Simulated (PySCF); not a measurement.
# C8H12N2: the cost of one run

Programs: PySCF 2.14.0, with density-fitted response routines of our own. Each step states its level of theory. These are calculated values for one molecule, in the gas phase or a continuum, unless marked as measured. Atoms count from 0, in the outputs and in this text.

### Step 1. The starting structure

22 atoms, charge 0, multiplicity 1; geometry from: GFN2-xTB. The atoms were then displaced at random by about 0.01 Å, so the start is not that level's minimum.

Bonds of the start (Å): C0–N1 1.43, N1–C2 1.45, N1–C3 1.43, C3–C4 1.39, C4–C5 1.38, C5–C6 1.40, C6–N7 1.40, C6–C8 1.41, C8–C9 1.38, C9–C3 1.39, C0–H10 1.12, C0–H11 1.08, C0–H12 1.11, C2–H13 1.09, C2–H14 1.07, C2–H15 1.09, C4–H16 1.06, C5–H17 1.07, N7–H18 0.99, N7–H19 1.00, C8–H20 1.05, C9–H21 1.05.

### Step 2. Geometry optimisation at PBE0-D3(BJ)/def2-SVP

Job settings and geometry (Å):

```
{"job": {"xc": "PBE0", "basis": "def2-SVP", "d3": "d3bj", "grid": 1, "shake": 0.01, "kind": "geom"}, "charge": 0, "multiplicity": 1}
C     -2.564010     0.166330     0.980260
N     -1.774140     0.123950    -0.215790
C     -2.375850    -0.544110    -1.358530
C     -0.352970     0.084420    -0.067010
C      0.451360    -0.280570    -1.134380
C      1.824180    -0.251310    -0.995160
C      2.443350     0.106130     0.205610
N      3.832020     0.051180     0.354780
C      1.604360     0.462920     1.286920
C      0.229240     0.438950     1.149070
H     -3.643370     0.185990     0.699320
H     -2.402200    -0.649870     1.664480
H     -2.417670     1.132250     1.501940
H     -2.129670    -1.609760    -1.377200
H     -3.442510    -0.446850    -1.307880
H     -2.013630    -0.061730    -2.267500
H      0.047480    -0.556920    -2.078520
H      2.435580    -0.531950    -1.829630
H      4.339500     0.114230    -0.495920
H      4.159380     0.630560     1.105150
H      2.031460     0.741180     2.203740
H     -0.346970     0.699330     1.989730
```

Run with:

```sh
$ OMP_NUM_THREADS=1 python probes_run.py task.json out
```

The driver reads the jobs from task.json and runs them one after another.

**Question.** How long does this first job take on 1 thread of Intel Xeon Platinum 8488C, shared host, and how much memory does it need?

About 3.9 min, with a peak of 0.88 GiB.
